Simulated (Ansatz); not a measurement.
# Ti (Ti, diamond): the cost of one run

Method: DFT m-r2SCAN, plane waves (500 eV) with PAW, scalar-relativistic; PAW files made under PBE, frozen cores solved again for the functional; m-r²SCAN is r²SCAN on the gauge-invariant kinetic-energy density, in Ansatz 0.2.0.

## Step 1: The system as given

Symmetry: Fd-3m, No. 227, cubic system. Conventional cell: a = 5.756 Å, b = 5.756 Å, c = 5.756 Å, α = 90.00°, β = 90.00°, γ = 90.00°. Ti (site symmetry -43m) has 4 Ti at 2.49 Å as nearest neighbours.

Coordinates:

```
CELL_PARAMETERS angstrom
0.00000 2.87802 2.87802
2.87802 0.00000 2.87802
2.87802 2.87802 0.00000
ATOMIC_POSITIONS crystal
Ti 0.12500 0.12500 0.12500
Ti 0.87500 0.87500 0.87500
```

Starting moments (μB): +1 ×2.

## Step 2: Geometry optimisation

The input, input.yaml:

```yaml
crystal:
  lattice:
    - [0.0, 2.8780170575, 2.8780170575]
    - [2.8780170575, 0.0, 2.8780170575]
    - [2.8780170575, 2.8780170575, 0.0]
  atoms:
    - { symbol: Ti, position: [0.125, 0.125, 0.125], spin: 1.0 }
    - { symbol: Ti, position: [0.875, 0.875, 0.875], spin: 1.0 }
hamiltonian:
  xc: mr2scan
  pseudopotentials:
    kind: paw
    azcp:
      Ti: "pseudopotentials/Ti.paw.azcp"
basis:
  ecutwfc: 500
  fft_grid_basis: typed
kpoints:
  mp_grid: { grid: [10, 10, 10], shift: [0, 0, 0] }
magnetization:
  spin_polarized: true
scf:
  occupations: { method: fermi_dirac, width: 0.05 }
relax:
  max_steps: 60
  f_tol: 0.01
  cell: {}
```

Run with:

```sh
ansatz run input.yaml --threads 2 --pin off --max-ram 6144MiB --backend cpu --events-out ev --progress --plain --runs-dir out
```

What time and memory should one allow on 2 threads of Arm Neoverse V1, shared host?

About 48 s, with a peak of 0.54 GiB.
